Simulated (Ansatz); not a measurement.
Working through energies of removing a hydrogen of B2H6OSi, SMILES BOB[SiH3]

Computed with the Python package of Ansatz (0.2.0).

Notebook, run cell by cell (the value of a cell's last expression is shown):

**Cell 1**
```python
import ansatz as az
```

**Cell 2**
```python
def energy(molecule, charge=0, unpaired=0):
    calc = molecule.calculation().basis(gaussian="def2-TZVPP").functional("r2scan")
    if charge:
        calc = calc.charge(charge)
    if unpaired:
        calc = calc.spin("collinear", total=unpaired)
    return calc.run(threads=1).report["free_energy_ev"]
```

**Cell 3**
```python
GEOMETRY = """
B    -0.63000    1.48650   -1.11450
O     0.66280    1.12770   -0.71230
B     0.57210   -0.31760   -0.53210
Si    0.36400   -1.05220    1.24700
H    -0.95160    1.57830   -2.29250
H    -1.47390    1.88000   -0.31850
H     0.86470   -1.04420   -1.41690
H     0.37320   -2.51370    1.17300
H    -1.02800   -0.61550    1.77190
H     1.32990   -0.58050    2.19780
"""
```

**Cell 4**
```python
def without(molecule, index):
    rest = az.Crystal.molecule()
    for i, site in enumerate(molecule.cartesian_sites):
        if i != index:
            rest = rest.atom(site.symbol, site.position_ang)
    return rest

b2h6osi = az.Crystal.molecule()
for line in GEOMETRY.strip().splitlines():
    symbol, *xyz = line.split()
    b2h6osi = b2h6osi.atom(symbol, [float(v) for v in xyz])
```

**Cell 5**
```python
whole = energy(b2h6osi, 0)
hydrogen = energy(az.Crystal.molecule().atom("H", (0, 0, 0)), 0, 1)
print(f"E(molecule) = {whole:.5f} eV, E(H) = {hydrogen:.5f} eV")
for index in [5, 6, 9]:
    radical = energy(without(b2h6osi, index), 0, 1)
    print(f"H{index}: homolysis {23.060548 * (radical + hydrogen - whole):.1f} kcal/mol")
    anion = energy(without(b2h6osi, index), -1)
    print(f"H{index}: loss of a proton {23.060548 * (anion - whole):.1f} kcal/mol")
```
Output:
```text
E(molecule) = -11373.43465 eV, E(H) = -13.60370 eV
H5: homolysis 100.6 kcal/mol
H5: loss of a proton 405.6 kcal/mol
H6: homolysis 94.9 kcal/mol
H6: loss of a proton 397.6 kcal/mol
H9: homolysis 84.3 kcal/mol
H9: loss of a proton 353.8 kcal/mol
```

What to keep in mind:
- Total energies depend on the basis set; only differences at equal settings carry meaning.
- The geometry is a force-field or estimated start, not a minimum of this method, and the basis set is short of its limit. All parts are taken at fixed geometry, without zero-point energy.
- Anions want diffuse functions, which this basis lacks.
- Wall time of the script: 85 s on 1 thread of Intel(R) Xeon(R) Platinum 8259CL CPU @ 2.50GHz (Skylake/Cascade Lake) (shared host), peak memory 0.38 GiB.
